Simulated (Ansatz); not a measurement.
# Zn4SO3: levels at named points

One table from this session's results is given with a row withheld; the runs are named, their logs left out.

Computed with Ansatz 0.2.0 (DFT PBEsol, scalar-relativistic, plane waves, PAW, unless a step's input says otherwise).

That is the level of the relaxation; later steps name their own.

**The structure to begin with**

The structure is orthorhombic, space group Cmc2_1 (No. 36). Conventional cell: a = 6.793 Å, b = 11.765 Å, c = 5.441 Å, α = 90.00°, β = 90.00°, γ = 90.00°. Around Zn (site symmetry m) lie 2 S at 2.06 to 2.07 Å and 2 O at 2.07 Å. Zn (site symmetry 1) has 3 O at 2.06 to 2.07 Å and 1 S at 2.07 Å as nearest neighbours. Zn (site symmetry m) has 4 O at 2.06 to 2.07 Å as nearest neighbours. Around S (site symmetry m) lie 4 Zn at 2.06 to 2.07 Å. O (site symmetry 1) has 4 Zn at 2.06 to 2.07 Å as nearest neighbours. O (site symmetry m) has 4 Zn at 2.06 to 2.07 Å as nearest neighbours.

Coordinates:

```
Zn S O
1.0
     0.00000    0.00000   -5.44131
     3.39636    5.88267    0.00000
     3.39636   -5.88267    0.00000
Zn S O
8 2 6
Direct
  0.50000 0.16667 0.33333
  0.50000 0.16667 0.83333
  0.50000 0.66667 0.33333
  0.50000 0.66667 0.83333
  0.00000 0.33333 0.66667
  0.00000 0.33333 0.16667
  0.00000 0.83333 0.66667
  0.00000 0.83333 0.16667
  0.62099 0.33333 0.66667
  0.12099 0.16667 0.33333
  0.62099 0.33333 0.16667
  0.62099 0.83333 0.66667
  0.62099 0.83333 0.16667
  0.12099 0.16667 0.83333
  0.12099 0.66667 0.33333
  0.12099 0.66667 0.83333
```

The first run:

(A quick probe on a coarse mesh, which set the mesh and smearing, is not shown.)

The input, input.yaml:

```yaml
crystal:
  lattice:
    - [0.0, 0.0, -5.44130668]
    - [3.39636375, 5.88267457, 0.0]
    - [3.39636375, -5.88267457, 0.0]
  atoms:
    - { symbol: Zn, position: [0.5, 0.16666667, 0.33333333] }
    - { symbol: Zn, position: [0.5, 0.16666667, 0.83333333] }
    - { symbol: Zn, position: [0.5, 0.66666667, 0.33333333] }
    - { symbol: Zn, position: [0.5, 0.66666667, 0.83333333] }
    - { symbol: Zn, position: [0.0, 0.33333333, 0.66666667] }
    - { symbol: Zn, position: [0.0, 0.33333333, 0.16666667] }
    - { symbol: Zn, position: [0.0, 0.83333333, 0.66666667] }
    - { symbol: Zn, position: [0.0, 0.83333333, 0.16666667] }
    - { symbol: S, position: [0.62099, 0.33333333, 0.66666667] }
    - { symbol: O, position: [0.62099, 0.33333333, 0.16666667] }
    - { symbol: O, position: [0.62099, 0.83333333, 0.66666667] }
    - { symbol: O, position: [0.62099, 0.83333333, 0.16666667] }
    - { symbol: S, position: [0.12099, 0.16666667, 0.33333333] }
    - { symbol: O, position: [0.12099, 0.16666667, 0.83333333] }
    - { symbol: O, position: [0.12099, 0.66666667, 0.33333333] }
    - { symbol: O, position: [0.12099, 0.66666667, 0.83333333] }
basis:
  ecutwfc: 420
kpoints:
  mp_grid: { grid: [4, 3, 3] }
hamiltonian:
  xc: pbesol
scf:
  occupations: { method: gaussian, width: 0.1 }
output:
  forces: true
  stress: true
  eigenvalues: true
relax:
  adjacent_minimum: "off"
  f_tol: 0.05
  max_steps: 80
  cell: { stress_tol: 0.5 }
```

The run is started by

```sh
ansatz run input.yaml --threads 4 --pin off --max-ram 10240MiB --backend cpu --events-out ev --progress --plain --runs-dir out
```

Steps of the session up to this table: A loose first relaxation; The relaxation; Band edges over the whole zone; The run at PBEsol; The run at PBEsol on the hybrid's mesh; The run at HSE06; Levels with r2SCAN.

One table of the session follows, with a row left open; its other results are not shown here.

```
                      level  gap (eV)  least direct gap (eV)
                     PBEsol      0.68                   0.68
PBEsol on the hybrid's mesh      0.67                   0.67
                      HSE06      2.23                   2.23
                     r2SCAN         ?                      ?
```

Estimate the missing values for r2SCAN.

The run gave: gap (eV): 1.24; least direct gap (eV): 1.24. In the column «gap (eV)» it lies between PBEsol (0.68) and HSE06 (2.23).

Gaps are by band count over the mesh and the named points; a gap of 0 means that the bands overlap or touch.
